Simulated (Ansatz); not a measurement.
# GeH3Br + H2O: a complex and its separated parts

Aim: how far the complex at one end of a reaction step lies below its separated, relaxed parts, level by level.

The runs use Ansatz 0.2.0, Gaussian basis; PBE0-D4/def2-TZVP structures, single points in def2-TZVPP, no counterpoise correction.

Levels: SPW92, PBE-D4, BLYP-D4, r2SCAN-D4, B97M-V, PBE0-D4, B3LYP-D4, r2SCAN0-D4, BHLYP-D4, CAM-B3LYP-D4, wB97X-V, wB97M-V, B2PLYP, PBE-QIDH, RPA on PBE, Hartree-Fock, MP2, CCSD, CCSD(T).

Correlated methods freeze the cores. Filled d shells of the heavier atoms are correlated. B3LYP uses VWN-RPA correlation. B2PLYP carries no dispersion term here.

## 1. Starting geometry

The complex: 8 atoms, charge 0, spin multiplicity 1.

Atoms are counted from 1 here; the program's logs count them from 0.

Bond lengths: Ge1–H3 1.526 Å, Ge1–H4 1.528 Å, Ge1–H5 1.534 Å, Ge1–Br7 2.328 Å, O2–H6 0.963 Å, O2–H8 0.960 Å. Angles: H3–Ge1–H4 113.6°, H3–Ge1–H5 111.9°, H3–Ge1–Br7 107.2°, H4–Ge1–H5 111.4°, H4–Ge1–Br7 107.1°, H5–Ge1–Br7 104.9°, H6–O2–H8 105.0°.

Coordinates:

```mol
BrGeH5O
  3D, bonds by distance, orders not assigned

  8  6  0  0  0  0  0  0  0  0999 V2000
   -0.3094    0.3163   -1.2299 Ge  0  0
    0.1087   -0.9974    1.7385 O   0  0
   -0.0789   -1.1919   -1.2739 H   0  0
   -1.4751    0.7308   -0.3331 H   0  0
   -0.4416    0.9174   -2.6353 H   0  0
    0.8999   -0.4707    1.5839 H   0  0
    1.6148    1.2823   -0.3438 Br  0  0
   -0.3185   -0.5869    2.4937 H   0  0
  1  3  8  0
  1  4  8  0
  1  5  8  0
  1  7  8  0
  2  6  8  0
  2  8  8  0
M  END
```

Its parts: GeH3Br holds atoms 1, 3, 4, 5, 7; H2O holds atoms 2, 6, 8. Each part counts its atoms afresh in its own runs.

## 2. Relaxing GeH3Br alone

Contents of relax-a/in.yaml:

```yaml
crystal:
  periodic: [false, false, false]
  atoms:
    - {symbol: Ge, position_ang: [-0.309352, 0.316335, -1.229872]}
    - {symbol: H, position_ang: [-0.078927, -1.191928, -1.273932]}
    - {symbol: H, position_ang: [-1.475088, 0.730782, -0.333054]}
    - {symbol: H, position_ang: [-0.441594, 0.917438, -2.635294]}
    - {symbol: Br, position_ang: [1.614849, 1.282280, -0.343821]}
basis:
  gaussian: {orbitals: def2-TZVP}
hamiltonian: {xc: pbe0, dispersion: d4}
relax: {f_tol: 0.005, max_steps: 200}
```

No record of the launch command was kept for these runs.

The runs that follow: Relaxing H2O alone; wB97M-V/def2-TZVPP; CCSD(T)/def2-TZVPP; Vibrations of GeH3Br; Vibrations of H2O.

**Question.** What will these runs give? Wanted: complex less parts, CCSD(T)/def2-TZVPP; with zero-point energy; largest T1 diagnostic.

As calculated:

| quantity | value |
| --- | --- |
| complex less parts, CCSD(T)/def2-TZVPP | -15.6 kJ/mol |
| with zero-point energy | -10.3 kJ/mol |
| largest T1 diagnostic | 0.009 |

**Reading.** At CCSD(T) the complex lies 15.6 kJ/mol below its parts. The functionals run from PBE-QIDH, off by +1.2 kJ/mol, to SPW92, off by -11.3 kJ/mol, against CCSD(T). Mean unsigned error by rung: LDA 11.3, GGA 2.9, meta-GGA 2.0, hybrid 1.6, range-separated hybrid 2.2, double hybrid 2.0 kJ/mol. PBE-D4 gives a relative energy 3.4 kJ/mol too low, inside chemical accuracy (1 kcal/mol, 4.2 kJ/mol). No counterpoise was applied, and triple zeta lacks some correlation, so the CCSD(T) reference has a basis error of its own, and close matches with it are partly luck.
